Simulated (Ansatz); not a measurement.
**C₂H₈B₂O: one species, many methods**

An exercise on one series of results from a longer session: the logs are not shown, and one member is left open.

Computed with Ansatz 0.2.0, Gaussian basis. Level: functionals in def2-TZVPP, the program's frozen cores in correlated methods.

Plan: LDA (SPW92), PBE-D4, revPBE-D4, BLYP-D4, r2SCAN-D4, B97M-V, PBE0-D4, B3LYP-D4, r2SCANh-D4, r2SCAN0-D4, HSE06-D4, BHLYP-D4, CAM-B3LYP-D4, LC-ωPBE, ωB97X-V, ωB97M-V, B2PLYP, PBE-QIDH; CCSD(T)/def2-SVP; CCSD(T)/def2-TZVPP; MP2/def2-QZVPP; extrapolation to the limit; RPA on PBE.

## The geometry

All runs share one geometry, relaxed beforehand with PBE0-D4 in a triple-zeta def2 set.

SMILES `CBBOC`, 13 atoms, charge 0, spin multiplicity 1.

Atoms are counted from 1 here; the program's logs count them from 0.

Bond lengths: C1–B2 1.562 Å, C1–H6 1.091 Å, C1–H7 1.102 Å, C1–H8 1.094 Å, B2–B3 1.684 Å, B2–H9 1.207 Å, B3–O4 1.349 Å, B3–H10 1.210 Å, O4–C5 1.410 Å, C5–H11 1.096 Å, C5–H12 1.092 Å, C5–H13 1.092 Å. Angles: B2–C1–H6 116.5°, B2–C1–H7 105.1°, B2–C1–H8 112.9°, H6–C1–H7 107.3°, H6–C1–H8 109.6°, H7–C1–H8 104.5°, C1–B2–B3 125.2°, C1–B2–H9 116.0°, B3–B2–H9 118.8°, B2–B3–O4 128.4°, B2–B3–H10 117.8°, O4–B3–H10 113.8°, B3–O4–C5 122.0°, O4–C5–H11 111.8°, O4–C5–H12 109.3°, O4–C5–H13 109.1°, H11–C5–H12 109.0°, H11–C5–H13 109.0° and more.

The first run:

Input file in.yaml:

```yaml
crystal:
  periodic: [false, false, false]
  atoms:
    - {symbol: C, position_ang: [-0.818058, -0.761361, 1.696279]}
    - {symbol: B, position_ang: [-0.160051, 0.487911, 1.029385]}
    - {symbol: B, position_ang: [1.235634, 0.462170, 0.088046]}
    - {symbol: O, position_ang: [1.340920, 0.319672, -1.249526]}
    - {symbol: C, position_ang: [0.208346, 0.158826, -2.074375]}
    - {symbol: H, position_ang: [-0.254246, -1.693935, 1.644294]}
    - {symbol: H, position_ang: [-1.760157, -0.917359, 1.145476]}
    - {symbol: H, position_ang: [-1.130541, -0.578656, 2.728925]}
    - {symbol: H, position_ang: [-0.684083, 1.549653, 1.263407]}
    - {symbol: H, position_ang: [2.299557, 0.590912, 0.650680]}
    - {symbol: H, position_ang: [-0.723510, 0.211795, -1.500051]}
    - {symbol: H, position_ang: [0.262725, -0.809897, -2.576053]}
    - {symbol: H, position_ang: [0.203864, 0.945470, -2.831789]}
basis:
  gaussian: {orbitals: def2-TZVPP}
hamiltonian: {xc: lda}
output: {orbitals: {seedname: orbitals}}
```

Among the steps run: LDA; PBE-D4 (GGA); revPBE-D4 (GGA); BLYP-D4 (GGA); r2SCAN-D4 (meta-GGA); B97M-V (meta-GGA); PBE0-D4 (hybrid); B3LYP-D4 (hybrid); r2SCANh-D4 (hybrid); r2SCAN0-D4 (hybrid); HSE06-D4 (hybrid); BHLYP-D4 (hybrid); CAM-B3LYP-D4 (range-separated); LC-ωPBE (range-separated); ωB97X-V (range-separated); ωB97M-V (range-separated); B2PLYP (double hybrid); PBE-QIDH (double hybrid).

One of the session's tables, all rows but one given; the rest of the session is left out.

It belongs to the step «Orbital energies across the functionals». 

| functional | HOMO (eV) | gap (eV) |
| --- | --- | --- |
| LDA (SPW92) | -6.05 | 3.52 |
| PBE-D4 | -5.98 | 3.74 |
| revPBE-D4 | -5.94 | 3.82 |
| BLYP-D4 | -5.92 | 3.85 |
| r2SCAN-D4 | -6.23 | 4.36 |
| B97M-V | -6.34 | 4.38 |
| PBE0-D4 | -7.33 | 6.09 |
| B3LYP-D4 | -7.16 | 5.72 |
| r2SCANh-D4 | -6.74 | 5.20 |
| r2SCAN0-D4 | -7.50 | 6.46 |
| HSE06-D4 | -6.93 | 5.30 |
| BHLYP-D4 | -8.66 | 8.50 |
| CAM-B3LYP-D4 | -8.78 | 8.67 |
| LC-ωPBE | ? | ? |
| ωB97X-V | -9.76 | 10.74 |
| ωB97M-V | -9.61 | 10.33 |

Q: Estimate the row for LC-ωPBE from the others.

**Answer.** HOMO (eV): -10.10; gap (eV): 11.19. In the column «HOMO (eV)» it is the lowest.
